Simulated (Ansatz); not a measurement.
**B3LYP/def2-SVP (core potential) run of WCl4O (SMILES O=[W](Cl)(Cl)(Cl)Cl)**

What is the vertical ionisation energy of WCl4O at B3LYP/def2-SVP (core potential)? 

The calculation is run with Ansatz 0.2.0.

## Step 1: The structure to begin with

WCl4O has 6 atoms, charge 0, and is taken as a singlet. SMILES: `O=[W](Cl)(Cl)(Cl)Cl`. Geometry: relaxed at PBE0-D4/def2-TZVP.

Bond lengths: O1–W2 1.668 Å, W2–Cl3 2.287 Å, W2–Cl4 2.287 Å, W2–Cl5 2.287 Å, W2–Cl6 2.287 Å. Angles: O1–W2–Cl3 104.0°, O1–W2–Cl4 103.9°, O1–W2–Cl5 103.9°, O1–W2–Cl6 103.9°, Cl3–W2–Cl4 152.1°, Cl3–W2–Cl5 86.7°, Cl3–W2–Cl6 86.7°, Cl4–W2–Cl5 86.7°, Cl4–W2–Cl6 86.7°, Cl5–W2–Cl6 152.1°.

## Step 2: The energy at B3LYP/def2-SVP (core potential)

Input file input.yaml:

```yaml
crystal:
  periodic: [false, false, false]
  atoms:
    - {symbol: O, position_ang: [-0.010050, -1.747150, 0.186510]}
    - {symbol: W, position_ang: [-0.000510, -0.089070, 0.009510]}
    - {symbol: Cl, position_ang: [1.915280, 0.567920, 1.072290]}
    - {symbol: Cl, position_ang: [-1.910010, 0.350500, -1.170330]}
    - {symbol: Cl, position_ang: [1.129180, 0.249450, -1.950250]}
    - {symbol: Cl, position_ang: [-1.123900, 0.668360, 1.852270]}
basis:
  gaussian: {orbitals: def2-SVP}
magnetization: {spin_polarized: false, initial_magnetization: 0}
hamiltonian: {xc: {name: B3LYP}}
accuracy: high
output: {orbitals: {seedname: orbitals}}
```

Launch:

```bash
$ ansatz run input.yaml --threads 1 --pin off --max-ram 3480MiB --events-out events.jsonl --progress --plain --runs-dir runs
```

Standard output:

```text
Warning: RAYON_NUM_THREADS=1 ignored (pool sized by the plan → 1); use --threads N
Functional definition: B3LYP
  name "B3LYP"
  parameter a0 = 0.2
  parameter ax = 0.72
  parameter ac = 0.81
  exchange = (1 - a0 - ax)*slater_x + ax*b88_x + a0*exact_x
  correlation = (1 - ac)*vwn_rpa_c + ac*lyp_c
2465 factors; integrals over basis functions are off by at most 9.1e-9 eV
mean field evaluation 1: about -53943.2182 eV, gradient 7.5e1 eV
mean field evaluation 2: about -53726.6507 eV, gradient 2.8e2 eV
mean field evaluation 4: about -53950.7784 eV, gradient 3.7e1 eV
mean field evaluation 8: about -53954.1749 eV, gradient 2.7e-1 eV
mean field evaluation 16: about -53954.3550 eV, gradient 8.9e-4 eV
mean field -53954.35502568 eV, -1982.7859756183 hartree, gradient 6.2e-8 eV, S^2 0.000000; 0 other end points of the search recorded, 0 dependent functions left out
reference -53954.35507060 eV, -1982.7859772691 hartree; 45, 45 occupied and 73, 73 virtual orbitals, 2465 factors
Total energy: -53954.35507060 eV, -1982.7859772691 hartree
```

Wall time 20 s (1 thread of Arm Neoverse V2, shared host); peak memory 0.57 GiB.

## Step 3: The doublet cation, same level

Input file molecule.yaml:

```yaml
crystal:
  periodic: [false, false, false]
  atoms:
    - {symbol: O, position_ang: [-0.010050, -1.747150, 0.186510]}
    - {symbol: W, position_ang: [-0.000510, -0.089070, 0.009510]}
    - {symbol: Cl, position_ang: [1.915280, 0.567920, 1.072290]}
    - {symbol: Cl, position_ang: [-1.910010, 0.350500, -1.170330]}
    - {symbol: Cl, position_ang: [1.129180, 0.249450, -1.950250]}
    - {symbol: Cl, position_ang: [-1.123900, 0.668360, 1.852270]}
basis:
  gaussian:
    orbitals: def2-SVP
total_charge: 1
output: {orbitals: {seedname: orbitals}}
magnetization:
  spin_polarized: true
  initial_magnetization: 1
accuracy: high
hamiltonian:
  xc: {name: B3LYP}
```

Launch:

```bash
$ ansatz run molecule.yaml --threads 1 --pin off --max-ram 3480MiB --events-out events.jsonl --progress --plain --runs-dir runs
```

Standard output:

```text
Warning: RAYON_NUM_THREADS=1 ignored (pool sized by the plan → 1); use --threads N
Functional definition: B3LYP
  name "B3LYP"
  parameter a0 = 0.2
  parameter ax = 0.72
  parameter ac = 0.81
  exchange = (1 - a0 - ax)*slater_x + ax*b88_x + a0*exact_x
  correlation = (1 - ac)*vwn_rpa_c + ac*lyp_c
2462 factors; integrals over basis functions are off by at most 9.1e-9 eV
mean field evaluation 1: about -53931.2610 eV, gradient 5.6e1 eV
mean field evaluation 2: about -53727.7206 eV, gradient 1.8e2 eV
mean field evaluation 4: about -53943.2289 eV, gradient 6.7e0 eV
mean field evaluation 8: about -53943.5972 eV, gradient 5.5e-1 eV
mean field evaluation 16: about -53943.5988 eV, gradient 9.2e-4 eV
mean field evaluation 32: about -53943.5988 eV, gradient 1.7e-7 eV
mean field -53943.59878145 eV, -1982.3906909339 hartree, gradient 3.6e-8 eV, S^2 0.759398; 4 other end points of the search recorded, 0 dependent functions left out
reference -53943.59882779 eV, -1982.3906926367 hartree; 45, 44 occupied and 73, 74 virtual orbitals, 2462 factors
Total energy: -53943.59882779 eV, -1982.3906926367 hartree
```

It took 44 s on 1 thread of Arm Neoverse V2, shared host; peak memory 0.86 GiB.

## Step 4: Results

Level: B3LYP/def2-SVP (core potential).

| quantity | value |
| --- | --- |
| singlet WCl4O: total energy | -1982.78598 Eh |
| singlet WCl4O: HOMO energy | -8.62 eV |
| singlet WCl4O: LUMO energy | -5.09 eV |
| singlet WCl4O: HOMO–LUMO gap | 3.53 eV |
| doublet cation: total energy | -1982.39069 Eh |
| doublet cation: HOMO energy (highest over α and β) | -14.49 eV |
| doublet cation: LUMO energy (lowest over α and β) | -12.89 eV |
| doublet cation: ⟨S²⟩ | 0.759 |
| vertical ionisation energy (to the doublet cation) | 10.756 eV |

**Reading.** The vertical ionisation energy comes to 10.76 eV (248 kcal/mol). The negative HOMO energy of the first species, 8.62 eV, lies 2.14 eV below that difference.
